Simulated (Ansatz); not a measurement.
Predict the output of the script below (the Python package of Ansatz (0.2.0)).

`kconv_laal2ge2.py`:
```python
'''Convergence of LaAl2Ge2 with the k-point mesh.'''

import csv
import warnings

import ansatz as az
from pymatgen.core import Lattice, Structure
from pymatgen.io.ase import AseAtomsAdaptor


def main() -> None:
    warnings.simplefilter('ignore', az.DeckWarning)

    pmg_structure = Structure(
        Lattice([[4.297, 0.0, 0.0], [-2.1485, 3.72131116, 0.0], [0.0, 0.0, 7.013]]),
        ['La', 'Al', 'Al', 'Ge', 'Ge'],
        [
            [0.0, 0.0, 0.0],
            [1 / 3, 2 / 3, 0.6387],
            [2 / 3, 1 / 3, 0.3613],
            [1 / 3, 2 / 3, 0.27192],
            [2 / 3, 1 / 3, 0.72808],
        ],
    )
    laal2ge2 = az.Crystal.from_ase(AseAtomsAdaptor.get_atoms(pmg_structure))

    model = (
        laal2ge2.calculation()
        .occupations('fermi_dirac', width=100 * az.meV)  # fractional filling near the Fermi level
        .scf(tolerance=1e-09)
        .basis(420)  # plane waves up to this kinetic energy
        .functional('pbesol')
        .forces()  # minus the gradient of the free energy
        .stress()
    )

    rows = []
    for value in [(2, 2, 1), (3, 3, 2), (4, 4, 2), (5, 5, 3), (6, 6, 3), (8, 8, 4)]:
        rep = model.kpoints(mesh=value).run(threads=1, pin='off').report
        rows.append((value, rep['free_energy_ev'] / len(rep['lattice']['sites']), rep['n_iterations'], sum(rep['stress_gpa'][i][i] for i in range(3)) / 3, max(abs(f) for row in rep['forces_ev_ang'] for f in row), rep['n_kpoints']))

    with open('kconv.csv', 'w', newline='') as handle:
        writer = csv.writer(handle)
        writer.writerow(['mesh', 'F/atom (eV)', 'iterations', 'P (GPa)', 'max component (eV/A)', 'k-points'])
        writer.writerows([round(v, 5) if isinstance(v, float) else v for v in row] for row in rows)

    # the last row is the reference
    for row in rows[:-1]:
        shift = 1000 * (row[1] - rows[-1][1])
        print(f'{row[0]}: {shift:+.2f} meV/atom' + ('  (within 5 meV)' if abs(shift) < 5 else ''))


if __name__ == '__main__':
    main()
```

```console
$ python kconv_laal2ge2.py
(2, 2, 1): +96.56 meV/atom
(3, 3, 2): +24.71 meV/atom
(4, 4, 2): -14.84 meV/atom
(5, 5, 3): -11.84 meV/atom
(6, 6, 3): -5.83 meV/atom
```

File `kconv.csv` afterwards:
```csv
mesh,F/atom (eV),iterations,P (GPa),max component (eV/A),k-points
"(2, 2, 1)",-3143.87139,9,0.37497,0.74652,2
"(3, 3, 2)",-3143.94324,9,-0.78644,0.03022,6
"(4, 4, 2)",-3143.9828,8,-1.16461,0.07294,8
"(5, 5, 3)",-3143.97979,8,-1.18578,0.10368,12
"(6, 6, 3)",-3143.97378,9,-1.24476,0.18507,17
"(8, 8, 4)",-3143.96795,9,-1.30724,0.15378,35
```

Caveats:
- The program warned that this SCF threshold is loose for forces or stresses.
- Pressure is positive in compression.
- The structure is a deposited one; some such entries were measured under pressure or heat, so a shift against it needn't be the functional's error alone.
- Shifts are counted from the finest mesh, which is itself no proven limit.
- The script silences the warnings on its input, which a real study should read.
- Finished in 17 s on 1 thread of Arm Neoverse V2, on a shared host, peak memory 0.56 GiB.
